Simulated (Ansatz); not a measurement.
Predict the output of the script below (Ansatz 0.2.0 through its Python package).

The script, `elastic_ypd3.py`:
```python
from dataclasses import replace
import warnings

import ansatz
from ase import Atoms
import numpy as np


def main() -> None:
    warnings.simplefilter("ignore", ansatz.DeckWarning)

    atoms = Atoms(
        ["Y", "Pd", "Pd", "Pd"],
        scaled_positions=[
            (0.0, 0.0, 0.0),
            (0.0, 0.5, 0.5),
            (0.5, 0.0, 0.5),
            (0.5, 0.5, 0.0),
        ],
        cell=[
            (4.068, 0.0, 0.0),
            (0.0, 4.068, 0.0),
            (0.0, 0.0, 4.068),
        ],
        pbc=True,
    )
    cell = ansatz.Crystal.from_ase(atoms)

    setup = (
        cell.calculation()
        .occupations("cold", width=0.1)
        .functional("r2SCAN", dispersion="d3bjatm")
        .kpoints(11, 11, 11)
    )
    rest = setup.relax(cell=True).run(threads=1, pin="off").lattice
    relaxed = ansatz.Crystal(lattice=ansatz.Lattice.of(rest.cell_ang))
    for site in rest.sites:
        relaxed = relaxed.atom(site.symbol, site.position_frac)
    setup = replace(setup, crystal=relaxed)
    print("relaxed volume {:.3f} A^3".format(abs(np.linalg.det(rest.cell_ang))))
    result = setup.elastic("clamped-ion", amplitude=0.003).run(threads=1, pin="off")
    elastic = result.elastic

    C = np.asarray(elastic.c_gpa)
    for i in range(6):
        for j in range(i, 6):
            if abs(C[i, j]) > 0.05:
                print(f"C{i + 1}{j + 1} = {C[i, j]:.1f} GPa")
    print("smallest eigenvalue of C:", round(elastic.stability.min_eigenvalue_gpa, 1), "GPa; stable:", elastic.stability.stable)
    if elastic.stability.min_eigenvalue_gpa > 0:
        m = elastic.moduli
        anisotropy = 5 * m.g_voigt_gpa / m.g_reuss_gpa + m.k_voigt_gpa / m.k_reuss_gpa - 6
        print(f"Voigt K {m.k_voigt_gpa:.1f} G {m.g_voigt_gpa:.1f}; Reuss K {m.k_reuss_gpa:.1f} G {m.g_reuss_gpa:.1f}; universal anisotropy index {anisotropy:.3f}")
        S = np.linalg.inv(elastic.c_gpa)
        print("Young modulus along x, y, z (GPa):", np.round(1 / np.diag(S)[:3], 1))
        print("linear compressibility along x, y, z (1/TPa):", np.round(1000 * S[:3, :3].sum(axis=1), 2))


if __name__ == "__main__":
    main()
```

```console
$ python elastic_ypd3.py
relaxed volume 68.060 A^3
C11 = 195.7 GPa
C12 = 113.7 GPa
C13 = 113.7 GPa
C22 = 195.7 GPa
C23 = 113.7 GPa
C33 = 195.7 GPa
C44 = 73.7 GPa
C55 = 73.7 GPa
C66 = 73.7 GPa
smallest eigenvalue of C: 73.7 GPa; stable: True
Voigt K 141.1 G 60.6; Reuss K 141.1 G 55.9; universal anisotropy index 0.425
Young modulus along x, y, z (GPa): [112.2 112.2 112.2]
linear compressibility along x, y, z (1/TPa): [2.36 2.36 2.36]
```

Reading the output:
- No spin polarisation was allowed.
- Dispersion corrections can be off by several per cent in the lattices of metals, and by several GPa in the pressure at a fixed cell.
- A positive definite tensor excludes instabilities under uniform strain alone; phonons elsewhere in the zone can still be imaginary.
- These are clamped-ion constants: where atoms have free coordinates under strain, the relaxed-ion ones can be far smaller or negative, so this tensor doesn't settle whether the crystal is stable.
- The structure is a deposited one; some such entries were measured under pressure or heat, so a shift against it needn't be the functional's error alone.
- Shear constants of a metal converge slowly with the k-point mesh and can be wrong in sign on a coarse one; the constants belong to the cell that was strained.
- Timing: 4.8 min on 1 thread of INTEL(R) XEON(R) PLATINUM 8581C CPU @ 2.10GHz (Emerald Rapids), on a shared host, peak memory 1 GiB.

(Lines on the test bed's own set-up are left out of the output.)
